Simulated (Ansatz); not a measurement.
# GeF₄: a ladder of functionals and wavefunction methods

An exercise on one series of results from a longer session: the logs are not shown, and one member is left open.

The runs use Ansatz 0.2.0, Gaussian basis; functionals in def2-TZVPP, the program's frozen cores in correlated methods.

Plan: LDA (SPW92), PBE-D4, revPBE-D4, BLYP-D4, r2SCAN-D4, B97M-V, PBE0-D4, B3LYP-D4, r2SCANh-D4, r2SCAN0-D4, HSE06-D4, BHLYP-D4, CAM-B3LYP-D4, LC-ωPBE, ωB97X-V, ωB97M-V, B2PLYP, PBE-QIDH; CCSD(T)/def2-SVP; CCSD(T)/def2-TZVPP; MP2/def2-QZVPP; extrapolation to the limit; RPA on PBE.

### The relaxed structure

An earlier PBE0-D4 in a triple-zeta def2 set relaxation fixed the geometry.

SMILES `[F][Ge]([F])([F])[F]`, 5 atoms, charge 0, spin multiplicity 1.

Atoms are counted from 1 here; the program's logs count them from 0.

Bond lengths: F1–Ge2 1.692 Å, Ge2–F3 1.691 Å, Ge2–F4 1.691 Å, Ge2–F5 1.691 Å. Angles: F1–Ge2–F3 109.5°, F1–Ge2–F4 109.5°, F1–Ge2–F5 109.5°, F3–Ge2–F4 109.5°, F3–Ge2–F5 109.5°, F4–Ge2–F5 109.5°.

The first run:

Contents of in.yaml:

```yaml
crystal:
  periodic: [false, false, false]
  atoms:
    - {symbol: F, position_ang: [-0.444548, 0.080744, 1.618207]}
    - {symbol: Ge, position_ang: [0.009980, -0.014740, -0.008280]}
    - {symbol: F, position_ang: [1.288075, -1.110397, -0.173147]}
    - {symbol: F, position_ang: [-1.306127, -0.540607, -0.931588]}
    - {symbol: F, position_ang: [0.502519, 1.511299, -0.546592]}
basis:
  gaussian: {orbitals: def2-TZVPP}
hamiltonian: {xc: lda}
output: {orbitals: {seedname: orbitals}}
```

Started as:

```
$ ansatz run in.yaml --threads 4 --pin off --events-out ev --progress --plain --max-ram 10444MiB
```

Among the steps run: LDA; PBE-D4 (GGA); revPBE-D4 (GGA); BLYP-D4 (GGA); r2SCAN-D4 (meta-GGA); B97M-V (meta-GGA); B3LYP-D4 (hybrid); r2SCANh-D4 (hybrid); r2SCAN0-D4 (hybrid); HSE06-D4 (hybrid); BHLYP-D4 (hybrid); CAM-B3LYP-D4 (range-separated); LC-ωPBE (range-separated); ωB97X-V (range-separated); ωB97M-V (range-separated); B2PLYP (double hybrid); PBE-QIDH (double hybrid).

One of the session's tables, all rows but one given; the rest of the session is left out.

It belongs to the step «Orbital energies across the functionals». 

| functional | HOMO (eV) | LUMO (eV) | gap (eV) |
| --- | --- | --- | --- |
| LDA (SPW92) | -10.78 | -3.33 | 7.45 |
| PBE-D4 | -10.48 | -2.88 | 7.60 |
| revPBE-D4 | -10.38 | -2.69 | 7.69 |
| BLYP-D4 | -10.43 | -2.89 | 7.53 |
| r2SCAN-D4 | -11.06 | -2.50 | 8.56 |
| B97M-V | -11.17 | -2.55 | 8.62 |
| PBE0-D4 | ? | ? | ? |
| B3LYP-D4 | -12.36 | -2.16 | 10.20 |
| r2SCANh-D4 | -11.87 | -2.09 | 9.78 |
| r2SCAN0-D4 | -13.11 | -1.48 | 11.62 |
| HSE06-D4 | -12.27 | -2.10 | 10.17 |
| BHLYP-D4 | -14.88 | -0.66 | 14.22 |
| CAM-B3LYP-D4 | -14.29 | -0.73 | 13.56 |
| LC-ωPBE | -15.57 | 0.77 | 16.34 |
| ωB97X-V | -15.26 | 0.64 | 15.90 |
| ωB97M-V | -15.22 | 0.46 | 15.69 |

Estimate the missing values for PBE0-D4.

As computed: HOMO (eV): -12.69; LUMO (eV): -1.73; gap (eV): 10.96. In the column «HOMO (eV)» it lies between r2SCAN0-D4 (-13.11) and B3LYP-D4 (-12.36).
